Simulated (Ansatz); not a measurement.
Run this with the Ansatz DFT code, driven from Python and show what comes out.

`plus_u.py`
```python
"""How the states of CsIrO3 follow the Hubbard U."""

import warnings

import ansatz as az
from ase import Atoms
import numpy as np

XC = "pbesol"
MESH = (5, 5, 5)
SIGMA = 0.1


def count_gap(report):
    # lowest empty less highest filled band, counting bands; zero where they overlap
    return max(report.get("gap_by_band_count_ev") or 0.0, 0.0)

warnings.simplefilter("ignore", az.DeckWarning)

atoms = Atoms(
    ["Cs", "Ir", "O", "O", "O"],
    scaled_positions=[
        [0.0, 0.0, 0.0],
        [0.5, 0.5, 0.5],
        [0.5, 0.5, 0.0],
        [0.5, 0.0, 0.5],
        [0.0, 0.5, 0.5],
    ],
    cell=[
        [4.093677, 0.0, 0.0],
        [0.0, 4.093677, 0.0],
        [0.0, 0.0, 4.093677],
    ],
    pbc=True,
)
crystal = az.Crystal.from_ase(atoms)

job = (
    crystal.calculation()
    .functional(XC)
    .basis(17 * az.Ha)
    .kpoints(*MESH)
    .occupations(az.OccupationsMethod.FERMI_DIRAC, width=SIGMA)  # fractional filling near the Fermi level
    .band_table()
)
rows = []
for u in [1.0, 3.0, 5.0, 7.0]:
    summary = job.hubbard("Ir", "d", u_eff=u).run().report
    shell = summary["hubbard"]["n_scf"]
    rows.append((u, count_gap(summary), sum(shell) / len(shell), summary["n_iterations"]))
lines = [",".join(["U_eff eV", "gap by band count eV", "Ir d occupation (projector)", "iterations"])] + [",".join(f"{v:.4f}" if isinstance(v, float) else str(v) for v in row) for row in rows]
print("\n".join(lines))
with open("plus_u.csv", "w") as handle:
    handle.write("\n".join(lines) + "\n")
```

Output of `python plus_u.py`:
```text
U_eff eV,gap by band count eV,Ir d occupation (projector),iterations
1.0000,0.0000,6.9901,9
3.0000,0.0000,7.0261,9
5.0000,0.0000,7.0301,9
7.0000,0.0000,7.0518,9
```

Spin is left out of this run. The mesh is modest for a metal, so energies can be off by several to tens of meV an atom and pressures by half a GPa or more; differences at equal mesh fare better. A gap by band count of zero or less means overlapping bands, a metal. A Hubbard U without spin forces both spins into the same orbitals, which can open a gap or pick a state that a spin-polarised run wouldn't. This cell is a computed structure, which may not be the phase found in nature. Gaps and levels are Kohn-Sham values on a finite set of k-points, without spin-orbit coupling. Shell occupations and the effect of U depend on the projectors; a run with no .spin step is spin-unpolarised, and each U may end in a state that isn't the lowest. The script silences the warnings on its input, which a real study should read. Wall time of the script: 7 s on 1 thread of Arm Neoverse V2, on a shared host, peak memory 0.42 GiB.

(A comment or docstring line of the script was reworded after the run, the code is as it ran.)
